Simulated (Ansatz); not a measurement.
# Ge2H6Se: the cost of one run

Program: Ansatz 0.2.0, Gaussian basis. Level of theory: the settings change from run to run. These are calculated values, not measurements.

### 1 The relaxed structure

An earlier PBE0-D4 in a triple-zeta def2 set relaxation fixed the geometry.

SMILES `[GeH3][Se][GeH3]`, 9 atoms, charge 0, spin multiplicity 1.

Atoms are counted from 1 here; the program's logs count them from 0.

Bond lengths: Ge1–Se2 2.354 Å, Ge1–H4 1.537 Å, Ge1–H5 1.534 Å, Ge1–H6 1.537 Å, Se2–Ge3 2.354 Å, Ge3–H7 1.537 Å, Ge3–H8 1.537 Å, Ge3–H9 1.534 Å. Angles: Se2–Ge1–H4 110.0°, Se2–Ge1–H5 106.0°, Se2–Ge1–H6 110.0°, H4–Ge1–H5 110.6°, H4–Ge1–H6 109.5°, H5–Ge1–H6 110.6°, Ge1–Se2–Ge3 95.5°, Se2–Ge3–H7 110.0°, Se2–Ge3–H8 110.0°, Se2–Ge3–H9 106.0°, H7–Ge3–H8 109.5°, H7–Ge3–H9 110.6°, H8–Ge3–H9 110.6°.

### 2 B3LYP/def2-TZVPP

Options: multiplicity 3, D3(BJ) dispersion, relativity set to none.

The input, in.yaml:

```yaml
crystal:
  periodic: [false, false, false]
  atoms:
    - {symbol: Ge, position_ang: [0.630302, 0.380425, -1.583692]}
    - {symbol: Se, position_ang: [1.468089, -0.592462, 0.388933]}
    - {symbol: Ge, position_ang: [-0.543908, -0.417938, 1.597669]}
    - {symbol: H, position_ang: [-0.530936, -0.462911, -2.134406]}
    - {symbol: H, position_ang: [1.799774, 0.401557, -2.575515]}
    - {symbol: H, position_ang: [0.137791, 1.808079, -1.296866]}
    - {symbol: H, position_ang: [-1.652954, -1.214107, 0.891149]}
    - {symbol: H, position_ang: [-0.962404, 1.056860, 1.710835]}
    - {symbol: H, position_ang: [-0.257254, -1.006003, 2.984692]}
basis:
  gaussian: {orbitals: def2-TZVPP}
magnetization: {spin_polarized: true, initial_magnetization: 2}
hamiltonian: {xc: {name: B3LYP}, dispersion: d3bj, pseudopotentials: {relativity: none}}
output: {forces: true}
```

Run with:

```sh
$ ansatz run in.yaml --threads 4 --pin off --events-out ev --progress --plain --max-ram 10444MiB
```

Q: Estimate wall time and peak memory on 4 threads of Arm Neoverse V2, shared host.

About 20 s, with a peak of 1.1 GiB.
